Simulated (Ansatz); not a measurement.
# W6Cl in Ansatz: reference runs

How does W6Cl come out in PBE? The cell is run as given.

Program: Ansatz 0.2.0. These are calculated values, not measurements. Logs are shortened: lines on timing, memory, paths and dates and some standing lists are left out, and cuts for length are marked.

**1. The cell of the first run**

The cell holds a slab with vacuum, 14 atoms: a = 5.533 Å, b = 5.533 Å, c = 23.084 Å, α = 90.00°, β = 90.00°, γ = 109.47°.

**2. Single point, PBE**

Contents of input.yaml:

```yaml
crystal:
  lattice:
    - [5.5332095099, 0.0, 0.0]
    - [-1.84440317, 5.2167599549, 0.0]
    - [0.0, 0.0, 23.0836466464]
  atoms:
    - { symbol: W, position: [0.25, 0.25, 0.3465656931] }
    - { symbol: W, position: [0.25, 0.75, 0.3465656931] }
    - { symbol: W, position: [0.75, 0.25, 0.3465656931] }
    - { symbol: W, position: [0.75, 0.75, 0.3465656931] }
    - { symbol: W, position: [0.5, 0.5, 0.444423859] }
    - { symbol: W, position: [0.5, 0.0, 0.444423859] }
    - { symbol: W, position: [0.0, 0.5, 0.444423859] }
    - { symbol: W, position: [0.0, 0.0, 0.444423859] }
    - { symbol: W, position: [0.75, 0.75, 0.5422820249] }
    - { symbol: W, position: [0.75, 0.25, 0.5422820249] }
    - { symbol: W, position: [0.25, 0.75, 0.5422820249] }
    - { symbol: W, position: [0.25, 0.25, 0.5422820249] }
    - { symbol: Cl, position: [0.6216639184, 0.6913782585, 0.6863580477] }
    - { symbol: Cl, position: [0.9166666667, 0.5833333333, 0.6618471891] }
hamiltonian:
  xc: pbe
  pseudopotentials: { kind: paw }
kpoints:
  mp_grid: { grid: [5, 5, 1] }
scf:
  occupations: { method: fermi_dirac, width: 0.05 }
output:
  forces: true
  eigenvalues: true
efield:
  axis: 3
  dipole_correction: true
  ramp_width: 0.04
```

Potentials or basis: Ansatz PAW.

Command:

```bash
$ ansatz run input.yaml --threads 4 --pin off --max-ram 11264MiB --backend cpu --events-out ev --progress --plain --runs-dir out
```

Standard output:

```text
Warning: RAYON_NUM_THREADS=4 ignored (pool sized by the plan → 4); use --threads N
Engine: ansatz 0.2.0, aarch64-unknown-linux-gnu
Pseudopotentials: kind: paw
Pseudopotential: W, paw, valence charge 14, recommended cutoff 420 eV (normal), W.paw.azcp
Pseudopotential: Cl, paw, valence charge 7, recommended cutoff 420 eV (normal), Cl.paw.azcp
Functional definition: PBE
  parameter kappa = 0.804
  parameter beta = 0.06672455060314922
  exchange = pbe_x(kappa = kappa, mu = beta*pi^2/3)
  correlation = pbe_c(beta = beta)
Crystal: 14 atoms, lattice volume = 666.319 Å³
Basis set: ecut = 420 eV, 13025 PW (Γ), exchange–correlation on 80×80×320 points (8 copies of the dense FFT grid, shifted against one another)
Bands: 110, of which v1, the nominal top of the filled ones, is band 91 counted from 1 (90 counted from 0)
Symmetry: 1 space group operations
Space group: P1 (ITA 1), of the structure as read, at distance tolerance 8.7e-5 Å
k-points: 13 of 25 (time reversal used)
Non-local potential: W, projectors of the file, l = 0: 3, l = 1: 2, l = 2: 2, l = 3: 1
Non-local potential: Cl, projectors of the file, l = 0: 2, l = 1: 2, l = 2: 2
PAW form: soft (Blöchl's): semilocal exchange-correlation on the pseudo side does not see the compensation charge
PAW one-centre angular grid: W, 590 points (default); XC on 64 Gauss nodes
PAW one-centre angular grid: Cl, 110 points (default); XC on 64 Gauss nodes
Initial density: superposition of atomic densities (neutral atoms: chi_scale 0, normalization atom), corrected by the library's trained network
Initial wavefunctions: pseudopotential atomic-orbital guess
Functional: x = pbe(κ = 0.804, μ = 0.2195149727645171), c = pbe(β = 0.06672455060314922)
SCF iter   1: F=—  HF=-126764.657572 eV  |F-HF|=—  |Δ(HF+E_count)|=         —  Δρ=8.77e-3  dr2=3.70e0  ethr=1.77e-3  p=0.061 e·Å  D=1.65e-2 V/Å  ΔV_dip=-0.38 eV  dr2_dipole=2.41e-1  V_vac-E_F(+/−)=4.86/5.24 eV  ⟨swp⟩=9.0  Hψ=6926  notcnv=0  defer=4
efield: sawtooth ramp at fractional position 0.9965 (placed from the atoms, in the widest stretch of the axis that holds none; the zero of the levels goes with the place), width 0.0400; the density the first Hamiltonian is built on has a dipole p = 0.061 e·Å; the dipole correction subtracts the counter field D = 1.65e-2 V/Å, which shifts the + side's vacuum level by -0.38 eV against the − side's; the planar-averaged density in the ramp window peaks in size at 1.7e-5 e/Å³
preconditioner: auto → LDOS  [metal: Δε(μ)=0.016 eV  Ē_g=5.088 eV  σ=0.050 eV  W_gap=0.08  n_scr=108 (ndim 8)  ℏωp=13.3 eV  f_vac=0.555  D(μ)=14.98/eV (n_scr^D=86)  β→1.0]
SCF iter   2: F=—  HF=-126764.464358 eV  |F-HF|=—  |Δ(HF+E_count)|=   1.93e-1  Δρ=3.33e-3  dr2=1.69e-1  ethr=1.77e-3  p=-0.002 e·Å  D=-4.87e-4 V/Å  ΔV_dip=0.01 eV  dr2_dipole=4.64e-3  V_vac-E_F(+/−)=4.98/4.97 eV  ⟨swp⟩=2.7  Hψ=1873  notcnv=0  defer=56
SCF iter   3: F=—  HF=-126764.454407 eV  |F-HF|=—  |Δ(HF+E_count)|=   9.95e-3  Δρ=5.59e-4  dr2=8.10e-3  ethr=9.27e-5  p=-0.003 e·Å  D=-7.17e-4 V/Å  ΔV_dip=0.02 eV  dr2_dipole=1.81e-5  V_vac-E_F(+/−)=4.98/4.96 eV  ⟨swp⟩=2.5  Hψ=2303  notcnv=0  defer=60
[... 9 lines left out ...]
Free energy (F): -126764.454724 eV
Harris-Foulkes:  -126764.454724 eV  (|F-HF|=3.28e-8)
Internal energy: -126764.337955 eV  (E = F + TS)
E sigma→0 (E₀):  -126764.396340 eV
Entropy (-TS):   -0.116769 eV (-8.341 meV/atom)
Fermi energy:    3.679216 eV
Dipole field:    D = -0.001780 V/Å  (p = -0.006554 e·Å, saw-weighted, corrected)
Work function:   Φ+ = 4.9693 eV   Φ− = 4.9282 eV
Levels:          The Fermi level and band energies are counted from a zero that moves with the ramp; work functions are not
--- Per-component energies (eV) ---
  E_band       = -4170.755633
  E_kinetic    = 5674.547048
  E_local      = -183789.418806  (includes V_loc(G=0)·N_el)
  E_nonlocal   = 72.222380
  E_hartree    = 89219.681218
  E_xc         = -3392.540830
  E_vxc        = -3076.378876  (∫ρ·V_xc dr)
  E_paw        = -104066.385605  (= ΣΔE_a)
  E_vpaw       = -1490.673538  (= ΣTr[D̂ρ^β])
  E_aug_tail   = -0.000559  (compensation charges beyond the density's cutoff)
  E_efield     = 0.000006  (sawtooth field / dipole correction)
  E_vefield    = -0.406518  (∫n·V_field dr)
  E_ewald      = 69517.557192
  E_smearing   = -0.116769  (= −TS)
  E_closure    = 0.000000  (closes the sum)
  Σ components = -126764.454724   (vs F -126764.454724, Δ=0.00e0)
--- Forces (eV/Å), atoms counted from 1 ---
  atom   1  W      0.04769270    -0.03679624     0.75750292
  atom   2  W     -0.00952990     0.03405210     0.77421985
  atom   3  W     -0.01638136    -0.01129829     0.77781057
  atom   4  W      0.00972341    -0.01023002     0.72803710
  atom   5  W     -0.07647121    -0.00630012     0.00615991
  atom   6  W      0.05149851    -0.02883211     0.08834467
  atom   7  W     -0.00482826    -0.01638906    -0.01408738
  atom   8  W      0.01226604     0.06365991     0.03304199
  atom   9  W     -0.04675481     0.01303588    -0.61084040
  atom  10  W      0.07947962     0.09051646    -0.72021814
  atom  11  W     -0.01268684     0.00253680    -0.72672870
  atom  12  W      0.00343564     0.00469605    -0.88535638
  atom  13  Cl    -2.27772074     0.81647659     1.06377596
  atom  14  Cl     2.24027130    -0.91512491    -1.27172489
  max |Σ_I F_I| component: 6.29e-5 eV/Å
--- Band table (eV; the first three rows and the last of 13) ---
  k-point 0: bands = ["-70.4628", "-70.3955", "-70.3915", "-70.3540", "-70.3026", "-70.2466", "-70.2307", "-70.2124", "-70.1935", "-70.1903", "-70.1657", "-70.1449", "-35.2515", "-35.2464", "-35.2395", "-35.0940", "-34.9990", "-34.9967", "-34.8779", "-34.8407", "-34.8187", "-34.8166", "-34.8095", "-34.7984", "-34.6845", "-34.5909", "-34.5686", "-34.5317", "-34.5288", "-34.4946", "-34.4728", "-34.4387", "-34.4363", "-34.4113", "-34.4012", "-34.2617", "-34.2307", "-34.2251", "-34.2095", "-34.1964", "-34.0661", "-34.0077", "-34.0072", "-33.9924", "-33.9497", "-33.9474", "-33.8940", "-33.8495", "-15.1228", "-10.8654", "-4.8949", "-3.7194", "-2.9338", "-2.2580", "-1.9274", "-1.8353", "-1.7875", "-1.7319", "-1.6560", "-1.4518", "-1.4285", "-1.1706", "-1.1473", "-0.4312", "-0.4142", "-0.4032", "0.3889", "0.5497", "0.6221", "0.6286", "0.7083", "0.7141", "0.8697", "0.9555", "1.0704", "1.2050", "1.3503", "1.6676", "2.2054", "2.2292", "2.2458", "2.3122", "2.5169", "3.2628", "3.4001", "3.6604", "3.6818", "3.6929", "3.9835", "4.2422", "4.3767", "4.6533", "4.9196", "5.0023", "5.1507", "5.1782", "5.2517", "5.4757", "5.6932", "5.7135", "5.8606", "5.8693", "5.9103", "5.9118", "5.9561", "6.0060", "6.0427", "6.2097", "6.2191", "6.4335"]
  k-point 1: bands = ["-70.4563", "-70.4007", "-70.3893", "-70.3577", "-70.2993", "-70.2416", "-70.2321", "-70.2100", "-70.1975", "-70.1870", "-70.1697", "-70.1493", "-35.2240", "-35.1950", "-35.1783", "-35.0696", "-34.9774", "-34.9581", "-34.8633", "-34.8445", "-34.8069", "-34.7915", "-34.7621", "-34.7433", "-34.7042", "-34.6196", "-34.5937", "-34.5543", "-34.5314", "-34.4951", "-34.4724", "-34.4234", "-34.4138", "-34.3923", "-34.3731", "-34.2959", "-34.2735", "-34.2386", "-34.2350", "-34.2154", "-34.0911", "-34.0632", "-34.0547", "-34.0127", "-33.9980", "-33.9485", "-33.9304", "-33.8879", "-15.1214", "-10.8680", "-4.5673", "-3.7034", "-2.6824", "-2.0491", "-1.9478", "-1.7778", "-1.6347", "-1.5008", "-1.4705", "-1.3471", "-1.2306", "-1.0187", "-0.9199", "-0.4182", "-0.1169", "-0.0318", "0.4489", "0.6777", "0.6919", "0.7089", "0.8154", "0.8354", "0.9461", "1.0088", "1.0843", "1.2302", "1.3791", "1.7077", "1.8750", "1.9383", "1.9778", "2.2584", "2.5894", "3.0631", "3.1867", "3.2656", "3.3132", "3.4874", "3.7207", "3.9408", "3.9841", "4.0917", "4.3690", "4.5480", "4.6957", "5.0056", "5.2622", "5.3499", "5.3617", "5.3948", "5.4403", "5.7189", "5.7646", "5.8499", "5.9472", "5.9884", "6.0315", "6.2095", "6.2494", "6.3525"]
  k-point 2: bands = ["-70.4392", "-70.4178", "-70.3799", "-70.3674", "-70.2932", "-70.2374", "-70.2275", "-70.2108", "-70.2024", "-70.1789", "-70.1758", "-70.1608", "-35.1664", "-35.1315", "-35.0113", "-34.9938", "-34.9394", "-34.9246", "-34.8704", "-34.8560", "-34.8080", "-34.7967", "-34.7047", "-34.6792", "-34.6358", "-34.6231", "-34.5748", "-34.5493", "-34.5059", "-34.4726", "-34.4610", "-34.4393", "-34.4082", "-34.3899", "-34.3667", "-34.3464", "-34.3218", "-34.2754", "-34.2488", "-34.2273", "-34.2178", "-34.2108", "-34.1669", "-34.1524", "-33.9952", "-33.9618", "-33.9442", "-33.9294", "-15.1192", "-10.8720", "-3.7731", "-3.6120", "-2.6406", "-2.2827", "-1.8420", "-1.5513", "-1.2453", "-0.9505", "-0.8248", "-0.7856", "-0.7661", "-0.6991", "-0.4370", "-0.4299", "0.2251", "0.3632", "0.7029", "0.7219", "0.7910", "0.7959", "0.8265", "0.9409", "1.0025", "1.1042", "1.1404", "1.4363", "1.4770", "1.6265", "1.8134", "1.8523", "1.8740", "2.1697", "2.3860", "2.4974", "2.5442", "2.6122", "2.7469", "2.8296", "2.9216", "3.4597", "3.5799", "3.7398", "3.9698", "3.9986", "4.3048", "4.4826", "4.6238", "4.6983", "4.9924", "5.2150", "5.2952", "5.3551", "5.3888", "5.4880", "5.5846", "5.6322", "5.6915", "5.7825", "5.8418", "5.9299"]
  k-point 12: bands = ["-70.4378", "-70.4086", "-70.3826", "-70.3752", "-70.2918", "-70.2269", "-70.2218", "-70.2157", "-70.2042", "-70.1811", "-70.1796", "-70.1658", "-35.1403", "-35.0587", "-35.0364", "-35.0156", "-34.9030", "-34.8990", "-34.8706", "-34.7834", "-34.7603", "-34.7255", "-34.6789", "-34.6451", "-34.6186", "-34.5922", "-34.5740", "-34.5633", "-34.5234", "-34.5053", "-34.4990", "-34.4592", "-34.3848", "-34.3776", "-34.3464", "-34.3308", "-34.3146", "-34.3075", "-34.2959", "-34.2580", "-34.2175", "-34.1979", "-34.1691", "-34.1634", "-34.0791", "-34.0334", "-34.0217", "-33.9958", "-15.1015", "-10.9506", "-3.7608", "-3.4312", "-2.2978", "-2.0292", "-1.7184", "-1.6223", "-1.4665", "-1.0306", "-0.9444", "-0.8153", "-0.7161", "-0.6429", "-0.5457", "-0.1816", "0.3087", "0.5433", "0.6017", "0.6954", "0.7465", "0.8546", "0.9796", "1.0332", "1.0980", "1.2618", "1.3135", "1.6634", "1.7505", "1.7687", "1.7873", "2.2076", "2.2637", "2.3740", "2.5441", "2.6677", "2.7087", "2.8216", "3.0143", "3.0789", "3.2337", "3.3554", "3.5877", "3.6387", "3.7362", "3.8366", "4.0667", "4.2079", "4.3565", "4.4261", "4.4841", "4.5696", "4.7108", "4.9305", "4.9880", "5.1168", "5.6678", "5.7990", "5.8592", "5.9204", "5.9729", "5.9885"]
```

It took 25 s on 4 threads of Arm Neoverse V2, shared host; peak memory 1.9 GiB.

What came out:

```
Free energy                     : -126764.4547 eV
Largest force                   : 2.734 eV/Å
Band gap on the k mesh          : none (metal or under the smearing width)
Work function of the upper face : 4.97 eV
Work function of the lower face : 4.93 eV
Dipole across the slab          : -0.007 e·Å
```

Forces on the atoms (eV/Å):
```
W    0.048 -0.037  0.758
W   -0.010  0.034  0.774
W   -0.016 -0.011  0.778
W    0.010 -0.010  0.728
W   -0.076 -0.006  0.006
W    0.051 -0.029  0.088
W   -0.005 -0.016 -0.014
W    0.012  0.064  0.033
W   -0.047  0.013 -0.611
W    0.079  0.091 -0.720
W   -0.013  0.003 -0.727
W    0.003  0.005 -0.885
Cl  -2.278  0.816  1.064
Cl   2.240 -0.915 -1.272
```

Caveat: the cell was measured hot, at 2171 K.
